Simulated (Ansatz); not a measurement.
# CV: the cost of one run

Computed with Ansatz 0.2.0, Gaussian basis. Level: def2-TZVPP, core rule «outside noble gas», up to 10 orbitals frozen.

Plan: UHF; CCSD(T) on ROHF; CCSD(T) on UHF; CCSDT(Q) on ROHF; CCSDT(Q) on UHF.

13 further runs of the same task are left out: 8 for a known fault of the program, 5 set aside as unsound or not needed. Runs told in other sessions of the task aren't counted.

## Step 1: The system

The geometry is a PBE0/def2-TZVP stationary point (not a proven minimum) of the parent state, kept for this charge and spin.

2 atoms, charge 1, spin multiplicity 3.

Atoms are counted from 1 here; the program's logs count them from 0.

Bond lengths: V1–C2 1.643 Å.

## Step 2: UHF

Input file in.yaml:

```yaml
crystal:
  periodic: [false, false, false]
  atoms:
    - {symbol: V, position_ang: [0.000000, 0.000000, 0.000000]}
    - {symbol: C, position_ang: [0.000000, 0.000000, 1.643200]}
basis:
  gaussian: {orbitals: def2-TZVPP}
total_charge: 1
magnetization: {spin_polarized: true, initial_magnetization: 2}
hamiltonian: {xc: hf}
output: {orbitals: {seedname: orbitals}}
```

The run is started by

```bash
ansatz run in.yaml --threads 1 --pin off --events-out ev --progress --plain --max-ram 2816MiB --backend cpu
```

Q: Estimate wall time and peak memory on 1 thread of AMD EPYC 7R13, shared host.

About 24 s, with a peak of 0.27 GiB.
